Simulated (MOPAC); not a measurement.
# CH5ClGeO (SMILES C[O][GeH2][Cl]) at AM1

Aim: the electrostatic solvation energy at fixed shape (COSMO, chloroform) of CH5ClGeO at AM1, from 2 runs. 

The calculation is run with MOPAC 23.2.5.

9 further runs of the same task are left out: 3 that didn't finish, 6 set aside as unsound or not needed.

## 1. Starting point

CH5ClGeO: 9 atoms, total charge 0, spin state singlet. SMILES: `C[O][GeH2][Cl]`. The shape comes from GFN2-xTB, which is rough for such elements, and wasn't checked as a minimum. This is one conformer, not always the lowest.

Bond lengths: C1–O2 1.413 Å, O2–Ge3 1.756 Å, Ge3–Cl4 2.066 Å, C1–H5 1.091 Å, C1–H6 1.092 Å, C1–H7 1.092 Å, Ge3–H8 1.516 Å, Ge3–H9 1.516 Å. Some angles: C1–O2–Ge3 127.7°, O2–Ge3–Cl4 101.2°, O2–C1–H5 106.8°, O2–C1–H6 111.4°, O2–C1–H7 111.5°, O2–Ge3–H8 110.1°, O2–Ge3–H9 110.2°, Cl4–Ge3–H8 112.1°, Cl4–Ge3–H9 111.9°, H5–C1–H6 109.1°.

## 2. Energy and gradient at AM1

Input file mol.xyz:

```xyz
9

C     -0.778920     0.639580     1.068130
O     -0.389400    -0.492760     0.317990
Ge     0.749830    -0.555260    -1.016830
Cl     0.734510    -2.572670    -1.461730
H     -1.503370     0.295110     1.806860
H      0.072580     1.088620     1.584100
H     -1.246670     1.396910     0.435550
H      2.116220    -0.082970    -0.559700
H      0.245220     0.283440    -2.174390
```

Input file job.py:

```python
from ase.calculators.mopac import MOPAC
from ase.io import read

mol = read("mol.xyz")
calc = MOPAC(label="job", method="AM1", task="1SCF GRADIENTS ITRY=60 PL MULLIK NOMM AUX(PRECISION=6) THREADS=1", charge=0)
mol.calc = calc
e = mol.get_potential_energy()
print("energy / eV: %.6f" % e)
print("forces (eV/A):")
for sym, f in zip(mol.get_chemical_symbols(), mol.get_forces()):
    print(f"{sym:2s} {f[0]:10.5f} {f[1]:10.5f} {f[2]:10.5f}")
print("dipole (e A):", mol.get_dipole_moment().round(4))
homo, lumo = calc.get_homo_lumo_levels()
print(f"HOMO {homo:.3f} eV, LUMO {lumo:.3f} eV, gap {lumo - homo:.3f} eV")
```

The run is started by

```sh
$ export ASE_MOPAC_COMMAND="mopac PREFIX.mop > /dev/null 2>&1"
$ python job.py
```

What it wrote:

```text
energy / eV: -3.371515
forces (eV/A):
C     0.96000   -1.07416   -1.38309
O    -2.95535    0.51731    3.54508
Ge    2.12916    1.48432   -2.10359
Cl    0.01671   -1.37359   -0.33077
H    -0.71692   -0.61080    0.66072
H     0.94393    0.29763    0.42349
H    -0.42792    0.61869   -0.77728
H     0.32413    0.00912    0.23942
H    -0.27374    0.13149   -0.27397
dipole (e A): [0.1076 0.7168 0.0504]
HOMO -10.822 eV, LUMO -0.313 eV, gap 10.509 eV
```

The calculator wrote job.mop:

```
AM1 1SCF GRADIENTS ITRY=60 PL MULLIK NOMM AUX(PRECISION=6) THREADS=1 DISP RELSCF=0.0001 
Title: ASE calculation

 C  -0.77892 1 0.63958 1 1.06813 1
 O  -0.3894 1 -0.49276 1 0.31799 1
 Ge 0.74983 1 -0.55526 1 -1.01683 1
 Cl 0.73451 1 -2.57267 1 -1.46173 1
 H  -1.50337 1 0.29511 1 1.80686 1
 H  0.07258 1 1.08862 1 1.5841 1
 H  -1.24667 1 1.39691 1 0.43555 1
 H  2.11622 1 -0.08297 1 -0.5597 1
 H  0.24522 1 0.28344 1 -2.17439 1
```

It took 1.1 s on 1 thread of Intel Xeon Platinum 8259CL at 2.50GHz (Skylake/Cascade Lake), shared host.

## 3. Energy and one-electron properties at AM1 (COSMO chloroform)

Input file run.mop:

```
AM1 ENPART EPS=4.71 MULLIK BONDS SINGLET PL 1SCF THREADS=1 AUX(PRECISION=6)
CH5ClGeO, AM1

C
O 1 r2
Ge 2 r3 1 a3
Cl 3 r4 2 a4 1 d4
H 1 r5 2 a5 3 d5
H 1 r6 5 a6 2 d6
H 1 r7 5 a7 6 d7
H 3 r8 2 a8 1 d8
H 3 r9 8 a9 2 d9

r2 1.413021
r3 1.755989
a3 127.655500
r4 2.065941
a4 101.165530
d4 178.710700
r5 1.090509
a5 106.835300
d5 179.699020
r6 1.092206
a6 109.133150
d6 -120.597190
r7 1.092015
a7 109.082370
d7 -118.762850
r8 1.516261
a8 110.144040
d8 60.000310
r9 1.515914
a9 110.968600
d9 122.269160
```

The run is started by

```sh
$ mopac run.mop
```

run.out:

```text
MOPAC v23.2.5
AM1 CALCULATION RESULTS
[...]
           Empirical Formula: C H5 O Ge Cl  =     9 atoms
      MOLECULAR POINT GROUP   :   Cs
[...]
     SCF FIELD WAS ACHIEVED
[...]
          FINAL HEAT OF FORMATION =        -82.00317 KCAL/MOL =    -343.10128 KJ/MOL
          VAN DER WAALS AREA      =        126.37 SQUARE ANGSTROMS
          DIELECTRIC ENERGY       =         -0.20327 EV
          COSMO AREA              =        126.37 SQUARE ANGSTROMS
          COSMO VOLUME            =        115.28 CUBIC ANGSTROMS
          IONIZATION POTENTIAL    =         10.749169 EV
          HOMO LUMO ENERGIES (EV) =        -10.749 -0.319
          NO. OF FILLED LEVELS    =         13
          MOLECULAR WEIGHT        =        141.0929         POINT GROUP:  Cs
[...]
                             CARTESIAN COORDINATES
   1    C        0.000000000     0.000000000     0.000000000
   2    O        1.413021000     0.000000000     0.000000000
   3   Ge        2.485776340     1.390213418     0.000000000
   4   Cl        4.334413023     0.469032216     0.045605101
   5    H       -0.315834904    -1.043756738    -0.005483001
   6    H       -0.399031039     0.490086572     0.890788038
   7    H       -0.400015015     0.498693580    -0.885318847
   8    H        2.241287407     2.238432324     1.232800580
   9    H        2.289093265     2.202205003    -1.264903431
           Empirical Formula: C H5 O Ge Cl  =     9 atoms
      MOLECULAR POINT GROUP   :   Cs
[...]
              NET ATOMIC CHARGES AND DIPOLE CONTRIBUTIONS
  ATOM NO.   TYPE          CHARGE      No. of ELECS.   s-Pop       p-Pop
    1          C          -0.004909        4.0049     1.21818     2.78672
    2          O          -0.611209        6.6112     1.85813     4.75308
    3         Ge           1.173110        2.8269     0.84493     1.98196
    4         Cl          -0.415258        7.4153     1.97932     5.43594
    5          H           0.093043        0.9070     0.90696
    6          H           0.058253        0.9417     0.94175
    7          H           0.058376        0.9416     0.94162
    8          H          -0.175450        1.1755     1.17545
    9          H          -0.175955        1.1760     1.17596
 DIPOLE           X         Y         Z       TOTAL
 POINT-CHG.    -2.975     2.961    -0.062     4.198
 HYBRID        -0.171    -0.451     0.008     0.483
 SUM           -3.146     2.509    -0.054     4.025
[...]
 * JOB ENDED NORMALLY *
[...]
```

Wall time 0.04 s (1 thread of Intel Xeon Platinum 8259CL at 2.50GHz (Skylake/Cascade Lake), shared host).

Atomic charges (e):

```
atom  program's own  Mulliken
  C1         -0.005    -0.139
  O2         -0.611    -0.674
 Ge3         +1.173    +1.357
 Cl4         -0.415    -0.484
  H5         +0.093    +0.147
  H6         +0.058    +0.105
  H7         +0.058    +0.105
  H8         -0.175    -0.209
  H9         -0.176    -0.209
```

## 4. Summary of results

At AM1:

| quantity | value |
| --- | --- |
| gas phase: total energy | -35.81604 Eh |
| gas phase: dipole moment | 3.49 D |
| gas phase: HOMO energy | -10.82 eV |
| gas phase: LUMO energy | -0.31 eV |
| gas phase: HOMO–LUMO gap | 10.51 eV |
| gas phase: heat of formation at this unrelaxed shape | -77.7 kcal/mol |
| gas phase: largest force on an atom | 4.644 eV/Å |
| COSMO, chloroform: dipole moment | 4.02 D |
| COSMO, chloroform: HOMO energy | -10.75 eV |
| COSMO, chloroform: LUMO energy | -0.32 eV |
| COSMO, chloroform: HOMO–LUMO gap | 10.43 eV |
| COSMO, chloroform: heat of formation | -82.0 kcal/mol |
| energy change from gas to solvent at fixed shape | -0.184 eV |

**Reading.** The solvent model (COSMO, chloroform) lowers the energy by 0.18 eV (−17.8 kJ/mol) at the same shape. It holds the electrostatic part alone, without cavity or dispersion terms. The largest force (gas phase) is 4.64 eV/Å: the shape isn't a stationary point for this species at this level. Mulliken charges (COSMO, chloroform) run from -0.67 on O2 to +1.36 on Ge3.
